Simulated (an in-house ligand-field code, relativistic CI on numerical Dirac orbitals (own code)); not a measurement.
# d6 to d9 in a ligand field: terms by electron count

Aim: the terms of a d6 to d9 shell from Racah B and C and the field, by exact diagonalisation.

The numbers are computed with an in-house ligand-field code version 1 (parametric ligand-field model of a d^n configuration (Racah B and C, spin-orbit zeta, crystal field), exact diagonalisation), except any that are marked as measured or tabulated.

### Step 1. What is computed

```
shell        : d6 to d9
set 1 (cm⁻¹) : d6: B = 350, C = 1700, Oh, 10Dq = 26500
set 2 (cm⁻¹) : d7: B = 350, C = 1700, Oh, 10Dq = 26500
set 3 (cm⁻¹) : d8: B = 350, C = 1700, Oh, 10Dq = 26500
set 4 (cm⁻¹) : d9: B = 350, C = 1700, Oh, 10Dq = 26500
```

### Step 2. Set 1

Settings, as recorded:

```ini
n = 6
racah_B = 350  # cm-1
racah_C = 1700  # cm-1
zeta = 0  # cm-1
symmetry = Oh
field = {"10Dq": 26500}  # cm-1
```

On the command line:

```console
python run_levels.py task.json out
```

One command runs all members of the session, one after another, from task.json.

### Step 3. Set 2

The settings differ from step 2 so:

```diff
@@ -1,2 +1,2 @@
-n = 6
+n = 7
 racah_B = 350  # cm-1
```

### Step 4. Set 3

The settings differ from step 3 so:

```diff
@@ -1,2 +1,2 @@
-n = 7
+n = 8
 racah_B = 350  # cm-1
```

### Step 5. Set 4

The settings differ from step 4 so:

```diff
@@ -1,2 +1,2 @@
-n = 8
+n = 9
 racah_B = 350  # cm-1
```

(Steps that only read results are left out.)

**Question.** What will these runs give? Wanted: lowest terms; sets at their largest spin, of those that allow S over 1.

The runs gave:

| set | 10Dq/B (size) | lowest | S | electrons in z² and x²-y² | first level of the same spin (cm⁻¹) |
| --- | --- | --- | --- | --- | --- |
| 1: Oh, d6 | 75.7 | 1A1 | 0.00 | 0.01 | 1T1 25159 |
| 2: Oh, d7 | 75.7 | 2E | 0.50 | 1.01 | 2T1 25075 |
| 3: Oh, d8 | 75.7 | 3A2 | 1.00 | 2.00 | 3T2 26500 |
| 4: Oh, d9 | 75.7 | 2E | 0.50 | 3.00 | 2T2 26500 |

| quantity | value |
| --- | --- |
| lowest terms | 1: 1A1, 2: 2E, 3: 3A2, 4: 2E |
| sets at their largest spin, of those that allow S over 1 | none |

What this shows: 2 of 4 sets have the highest spin that their shell allows. B, C and the field are free parameters here, not those of a compound.
